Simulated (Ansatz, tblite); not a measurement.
# The cluster Sn4Te9−: rung by rung

One table from this session's results is given with a row withheld; the runs are named, their logs left out.

Computed with Ansatz 0.2.0, Gaussian basis. Level: as each input shows.

Plan: GFN1-xTB, GFN2-xTB, PBE-D4/def2-TZVP, r2SCAN-D4/def2-TZVP, PBE-QIDH/def2-TZVP, PBE-D4/def2-SVP, PBE0-D4/def2-SVP, MP2/def2-SVP, RPA/def2-SVP.

2 further runs of the same task are left out: 2 set aside as unsound or not needed.

## The structure

The geometry is that of the doublet, from an earlier relaxation (r2SCAN-D4/def2-SVP). At that level it is the lowest of the isomers that a small search found.

13 atoms, charge -1, spin multiplicity 2.

Bond lengths: Sn1–Te7 3.039 Å, Sn1–Te8 2.813 Å, Sn2–Te6 2.858 Å, Sn2–Te7 2.970 Å, Sn3–Sn4 3.053 Å, Sn3–Te5 2.811 Å, Sn3–Te11 2.906 Å, Sn4–Te9 2.921 Å, Sn4–Te10 3.191 Å, Sn4–Te13 2.728 Å, Te5–Te6 2.790 Å, Te7–Te12 2.741 Å, Te8–Te12 3.006 Å, Te8–Te13 3.068 Å, Te9–Te10 2.748 Å, Te10–Te11 2.786 Å. Angles: Te7–Sn1–Te8 87.9°, Te6–Sn2–Te7 90.1°, Sn4–Sn3–Te5 108.5°, Sn4–Sn3–Te11 89.1°, Te5–Sn3–Te11 87.4°, Sn3–Sn4–Te9 86.9°, Sn3–Sn4–Te10 83.2°, Sn3–Sn4–Te13 156.9°, Te9–Sn4–Te10 53.2°, Te9–Sn4–Te13 104.8°, Te10–Sn4–Te13 119.8°, Sn3–Te5–Te6 92.2°, Sn2–Te6–Te5 81.9°, Sn1–Te7–Sn2 62.5°, Sn1–Te7–Te12 91.1°, Sn2–Te7–Te12 93.8°, Sn1–Te8–Te12 90.4°, Sn1–Te8–Te13 77.0° and more.

Sn, Te take a core potential in the def2 sets. No spin-orbit coupling is included. The ion is computed in the gas phase, without counter-ions or solvent.

PBE0-D4/def2-TZVP was run before; its log isn't repeated, and its numbers join the tables.

Set-up of the first run:

Tight binding, by tblite at 300 K electronic temperature and without a spin-polarisation term:

```python
tblite.interface.Calculator('GFN1-xTB', numbers, positions, charge=-1, uhf=1).singlepoint()
```

Tight binding, by tblite at 300 K electronic temperature and without a spin-polarisation term:

```python
tblite.interface.Calculator('GFN2-xTB', numbers, positions, charge=-1, uhf=1).singlepoint()
```

start.molden holds the orbitals of an earlier run on this state, given as this run's starting guess.

The input, in.yaml:

```yaml
crystal:
  periodic: [false, false, false]
  atoms:
    - {symbol: Sn, position_ang: [1.712733, 0.389499, -1.103080]}
    - {symbol: Sn, position_ang: [2.096879, -0.986713, 1.666367]}
    - {symbol: Sn, position_ang: [-1.634305, 1.816290, 1.237110]}
    - {symbol: Sn, position_ang: [-1.638228, -0.099971, -1.140014]}
    - {symbol: Te, position_ang: [-0.790013, 0.408256, 3.518670]}
    - {symbol: Te, position_ang: [1.821322, 1.360584, 3.273989]}
    - {symbol: Te, position_ang: [4.417820, 0.235154, 0.273322]}
    - {symbol: Te, position_ang: [2.258137, -2.130624, -2.227185]}
    - {symbol: Te, position_ang: [-3.564500, 1.704675, -2.389995]}
    - {symbol: Te, position_ang: [-4.795657, -0.060636, -0.680875]}
    - {symbol: Te, position_ang: [-4.337504, 0.958835, 1.870936]}
    - {symbol: Te, position_ang: [5.040900, -2.058233, -1.091777]}
    - {symbol: Te, position_ang: [-0.587595, -1.537108, -3.207468]}
basis:
  gaussian: {orbitals: def2-TZVP, fitting: {mean_field: def2-universal-jkfit}, initial_orbitals: start.molden}
total_charge: -1
magnetization: {spin_polarized: true, initial_magnetization: 1}
hamiltonian: {xc: pbe, dispersion: d4}
scf: {omitted_lower_state_checks: [starts]}
output: {forces: true, orbitals: {seedname: orbitals}}
```

The run is started by

```console
ansatz run in.yaml --threads 2 --pin off --events-out ev --progress --plain --max-ram 22528MiB --backend cuda --devices 0, --max-vram 18GiB
```

Among the steps run: PBE-D4/def2-TZVP; r2SCAN-D4/def2-TZVP; PBE-QIDH/def2-TZVP; PBE-D4/def2-SVP; PBE0-D4/def2-SVP; MP2/def2-SVP; RPA/def2-SVP.

One of the session's tables, all rows but one given; the rest of the session is left out.

| level | HOMO (eV) | LUMO (eV) | gap (eV) |
| --- | --- | --- | --- |
| PBE-D4/def2-SVP | -1.54 | -1.20 | 0.34 |
| PBE-D4/def2-TZVP | -1.65 | -1.29 | 0.36 |
| r2SCAN-D4/def2-TZVP | -1.92 | -1.30 | 0.62 |
| PBE0-D4/def2-SVP | -2.44 | -0.86 | 1.59 |
| PBE0-D4/def2-TZVP | ? | ? | ? |

Q: Estimate the row for PBE0-D4/def2-TZVP from the others.

As computed: HOMO (eV): -2.49; LUMO (eV): -0.88; gap (eV): 1.61. In the column «HOMO (eV)» it is the lowest.
